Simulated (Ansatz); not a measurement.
CrN2:

```xyz
6
Lattice="3.9018 0.0000 0.0000 0.0000 4.8095 0.0000 0.0000 0.0000 2.7842" Properties=species:S:1:pos:R:3 pbc="T T T"
Cr    0.0000    0.0000    0.0000
Cr    1.9509    2.4048    1.3921
N     3.3796    2.8317    0.0000
N     0.5222    1.9778    0.0000
N     1.4287    4.3825    1.3921
N     2.4731    0.4270    1.3921
```

The cell comes from a database or a generator and needn't be the stable form of this composition.

Base run:

```yaml
Program: Ansatz 0.2.0
Functional: r2SCAN
Potentials_or_basis: Ansatz PAW
Cutoff: 500 eV
Density_cutoff: 2000 eV
k_mesh: 7 × 6 × 10
Occupations: fermi-dirac, width 0.05 eV
Spin: collinear spin, ferromagnetic start
Starting_moments: "[3.0, 3.0, 0.0, 0.0, 0.0, 0.0] μB"
```

Its results: band gap on the k mesh none (metal or under the smearing width); pressure -2.7 GPa; net moment 4.38 μB per cell; site moments Cr +2.11; N -0.10 μB; largest force 0.036 eV/Å.

Question: The run is repeated on the same cell with these changes: functional from r2SCAN to PBE; cutoff from 500 eV to 420 eV; density cutoff from 2000 eV to 1680 eV. What comes out?

Answer: Band gap on the k mesh none (metal or under the smearing width); pressure -1.0 GPa; net moment 4.25 μB per cell; site moments Cr +1.90; N -0.06 μB; largest force 0.079 eV/Å.

Caveats: only a ferromagnetic start was run, and an antiferromagnetic order may lie lower in energy; the magnetic or orbital state may not be the lowest (some runs); the PAW data sets come from PBE, with cores solved anew for the run's functional, which leaves a small shift of forces and pressure (some runs).

Not every run made on this cell is shown here.
